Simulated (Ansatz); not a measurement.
# Na2N: further runs on a relaxed guess

This session takes a relaxed cell of Na2N and sets out to see whether it has a gap, which orbitals make up the states near it and how charge is shared.

Program: Ansatz 0.2.0. Level of theory: DFT PBE, scalar-relativistic, plane waves, PAW. These are calculated values, not measurements.

## (1) The starting structure

The structure is cubic, space group Fm-3m (No. 225). Conventional cell: a = 5.866 Å, b = 5.866 Å, c = 5.866 Å, α = 90.00°, β = 90.00°, γ = 90.00°. Na (site symmetry -43m) is surrounded by 4 N at 2.54 Å. Around N (site symmetry m-3m) lie 8 Na at 2.54 Å.

As a file:

```cif
data_structure
_symmetry_space_group_name_H-M 'Fm-3m'
_symmetry_Int_Tables_number 225
_cell_length_a 5.8661
_cell_length_b 5.8661
_cell_length_c 5.8661
_cell_angle_alpha 90.000
_cell_angle_beta 90.000
_cell_angle_gamma 90.000
_cell_volume 201.85
loop_
_atom_site_label
_atom_site_type_symbol
_atom_site_symmetry_multiplicity
_atom_site_Wyckoff_symbol
_atom_site_fract_x
_atom_site_fract_y
_atom_site_fract_z
_atom_site_occupancy
Na1 Na 8 c 0.25000 0.75000 0.75000 1
N1 N 4 a 0.00000 0.00000 0.00000 1
```

It is the end of an earlier relaxation with the same method, from a database cell with other species swapped in; it needn't be the stable form of this composition. At a tolerance of 0.05 Å it has space group Fm-3m (No. 225); it has 16.82 Å³/atom, an uncorrected energy of +0.49 eV/atom over the elements.

## (2) Bands, states and charges

input.yaml

```yaml
crystal:
  lattice:
    - [0.0, 2.9330263588, 2.9330263588]
    - [2.9330263588, 0.0, 2.9330263588]
    - [2.9330263588, 2.9330263588, 0.0]
  atoms:
    - { symbol: Na, position: [0.25, 0.25, 0.25] }
    - { symbol: Na, position: [0.75, 0.75, 0.75] }
    - { symbol: "N", position: [0.0, 0.0, 0.0], spin: 1.01 }
basis:
  ecutwfc: 420
kpoints:
  mp_grid: { grid: [14, 14, 14] }
  band_path:
    path:
      - [[0.0, 0.0, 0.0], [0.5, 0.0, 0.5], [0.625, 0.25, 0.625]]
      - [[0.375, 0.375, 0.75], [0.0, 0.0, 0.0], [0.5, 0.5, 0.5], [0.5, 0.25, 0.75], [0.5, 0.0, 0.5]]
    npoints: 14
hamiltonian:
  xc: pbe
scf:
  occupations: { method: gaussian, width: 0.1 }
  n_extra_bands: 7
output:
  forces: true
  stress: true
  eigenvalues: true
  populations: true
  dos: { projected: true, de: 0.02, nscf_kmesh: { grid: [17, 17, 17] } }
  bader: true
  write_density: true
  write_potential: true
  elf: true
  volumetric_format: npy
magnetization:
  spin_polarized: true
checkpoint:
  read: start.run
  write: ck
  compress: false
  write_wavefunctions: false
  write_every: 100000
```

Run with:

```console
ansatz run input.yaml --threads 1 --pin off --max-ram 2560MiB --backend cpu --events-out ev --progress --plain --runs-dir out
```

What does the calculation give? Wanted: gap; states at the Fermi level; Bader charges.

**Answer**, as computed:

| quantity | value |
| --- | --- |
| gap | none (metal) |
| states at the Fermi level | 2.95 per eV per cell |
| Bader charges | Na +0.77, N -1.53 e |

In words: It comes out metallic. Of the projected weight within 0.25 eV of the Fermi level, the largest part is N 2p (99 %). Bader charges reach 1.5 e, so charge transfer in this metal is strong. Other magnetic orders were not searched.
